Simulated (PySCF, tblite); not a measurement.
# C6H3ClO: geometry, infrared bands and NMR shifts

Aim: predict the infrared bands and NMR shifts of C6H3ClO (`C#Cc1ccoc1Cl`).

Programs: tblite 0.8.0 and PySCF 2.14.0, with density-fitted response routines of our own. Each step states its level of theory. These are calculated values for one molecule in the gas phase, unless marked as measured. Atoms are numbered from 0 throughout.

## 1. The starting structure

11 atoms, charge 0, multiplicity 1; geometry from: force field or distance geometry start.

Bonds of the start (Å): C0–C1 1.22, C1–C2 1.41, C2–C3 1.42, C3–C4 1.37, C4–O5 1.36, O5–C6 1.37, C6–Cl7 1.73, C6–C2 1.39, C0–H8 1.06, C3–H9 1.09, C4–H10 1.09.

## 2. Relaxing the molecule with GFN2-xTB

Job settings and geometry (Å):

```
{"job": {"kind": "relax", "xc": "GFN2-xTB", "basis": "xTB"}, "charge": 0, "multiplicity": 1}
C      2.797100    -0.378400     0.278100
C      1.601800    -0.192900     0.155700
C      0.212600     0.008400     0.033500
C     -0.761400    -0.935300    -0.386200
C     -1.972400    -0.293000    -0.352100
O     -1.816300     0.998100     0.029800
C     -0.478300     1.191100     0.268300
Cl     0.168300     2.703400     0.798300
H      3.842600    -0.532100     0.382100
H     -0.599300    -1.976800    -0.646100
H     -2.989400    -0.589600    -0.587400
```

Launch:

```
$ OMP_NUM_THREADS=1 python probes_run.py task.json out
```

The driver reads the jobs from task.json and runs them one after another.

**Question.** This job is followed by: GFN2-xTB harmonic vibrations, gas phase; GIAO PBE0/pcSseg-1 NMR shielding, non-relativistic, gas phase. Predict these results of the whole session: strongest single infrared mode (GFN2-xTB); zero-point energy (GFN2-xTB); 13C shifts against TMS (PBE0/pcSseg-1); 1H shifts against TMS (PBE0/pcSseg-1); 17O shifts against H2O (PBE0/pcSseg-1); 35Cl shifts against HCl (PBE0/pcSseg-1).

As calculated:

| quantity | value |
| --- | --- |
| strongest single infrared mode (GFN2-xTB) | 1490 cm⁻¹, 47 km/mol |
| zero-point energy (GFN2-xTB) | 42.4 kcal/mol |
| 13C shifts against TMS (PBE0/pcSseg-1) | 153.9, 145.4, 123.6, 110.3, 93.5, 78.1 ppm |
| 1H shifts against TMS (PBE0/pcSseg-1) | 7.27, 6.82, 2.98 ppm |
| 17O shifts against H2O (PBE0/pcSseg-1) | 310.7 ppm |
| 35Cl shifts against HCl (PBE0/pcSseg-1) | 221 ppm |

What this shows: The optimisation took 28 steps and gained 0.095 eV; among the close pairs (by a distance rule), O5–C6 changed most, from 1.373 to 1.343 Å. All 27 modes are real, so the xTB geometry is a minimum. The strongest single mode, at 1490 cm⁻¹, is spread over several atoms, C4, C3, C2, C6 among them. Unscaled tight-binding wavenumbers are off by several per cent, some by more. Its intensities can rank the bands wrongly. At PBE0/pcSseg-1: The largest span, 503 ppm, is at Cl7, where the paramagnetic term is -417 ppm. NICS(1)zz of -23 ppm above the planar ring from C2 marks a diatropic (aromatic) ring current.
